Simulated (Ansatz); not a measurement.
# C₃H₃F₃O: how energies converge with the basis set

An exercise on one series of results from a longer session: the logs are not shown, and one member is left open.

Program: Ansatz 0.2.0, Gaussian basis. Level of theory: one geometry, several basis sets. These are calculated values, not measurements.

Plan: PBE0-D4/def2-SVP; ωB97M-V/def2-SVP; PBE0-D4/def2-QZVPP; ωB97M-V/def2-QZVPP; the functionals' def2-TZVPP values are taken from earlier runs.

**The geometry**

An earlier PBE0-D4 in a triple-zeta def2 set relaxation fixed the geometry.

10 atoms, charge 0, spin multiplicity 1.

Atoms are counted from 1 here; the program's logs count them from 0.

Bond lengths: O1–C2 1.197 Å, C2–C3 1.511 Å, C2–H8 1.108 Å, C3–C4 1.505 Å, C3–H9 1.095 Å, C3–H10 1.090 Å, C4–F5 1.341 Å, C4–F6 1.336 Å, C4–F7 1.339 Å. Angles: O1–C2–C3 122.7°, O1–C2–H8 121.4°, C3–C2–H8 115.9°, C2–C3–C4 113.1°, C2–C3–H9 108.2°, C2–C3–H10 109.8°, C4–C3–H9 107.4°, C4–C3–H10 109.8°, H9–C3–H10 108.5°, C3–C4–F5 111.5°, C3–C4–F6 111.4°, C3–C4–F7 111.5°, F5–C4–F6 107.5°, F5–C4–F7 107.2°, F6–C4–F7 107.5°.

The first run:

in.yaml reads:

```yaml
crystal:
  periodic: [false, false, false]
  atoms:
    - {symbol: O, position_ang: [-2.075183, -0.018956, -1.339160]}
    - {symbol: C, position_ang: [-0.903791, 0.040373, -1.102047]}
    - {symbol: C, position_ang: [-0.363530, 0.411715, 0.259175]}
    - {symbol: C, position_ang: [0.896766, -0.330467, 0.615801]}
    - {symbol: F, position_ang: [1.881106, -0.075485, -0.258559]}
    - {symbol: F, position_ang: [1.338875, 0.012728, 1.828745]}
    - {symbol: F, position_ang: [0.702332, -1.655038, 0.617045]}
    - {symbol: H, position_ang: [-0.145724, -0.149985, -1.887919]}
    - {symbol: H, position_ang: [-0.122968, 1.480041, 0.251259]}
    - {symbol: H, position_ang: [-1.124683, 0.233873, 1.018661]}
basis:
  gaussian: {orbitals: def2-SVP}
hamiltonian: {xc: pbe0, dispersion: d4}
output: {orbitals: {seedname: orbitals}}
```

Among the steps run: PBE0-D4 in def2-SVP; ωB97M-V in def2-SVP; PBE0-D4 in def2-QZVPP; ωB97M-V in def2-QZVPP.

One table of the session follows, with a row left open; its other results are not shown here.

It belongs to the step «Functionals by basis». 

| functional | basis | HOMO (eV) |
| --- | --- | --- |
| PBE0-D4 | def2-SVP | ? |
| PBE0-D4 | def2-TZVPP | -8.12 |
| PBE0-D4 | def2-QZVPP | -8.16 |
| ωB97M-V | def2-SVP | -10.37 |
| ωB97M-V | def2-TZVPP | -10.54 |
| ωB97M-V | def2-QZVPP | -10.58 |

**Question.** Estimate the row for PBE0-D4, def2-SVP.

As computed: HOMO (eV): -7.96. In the column «HOMO (eV)» it is the highest.
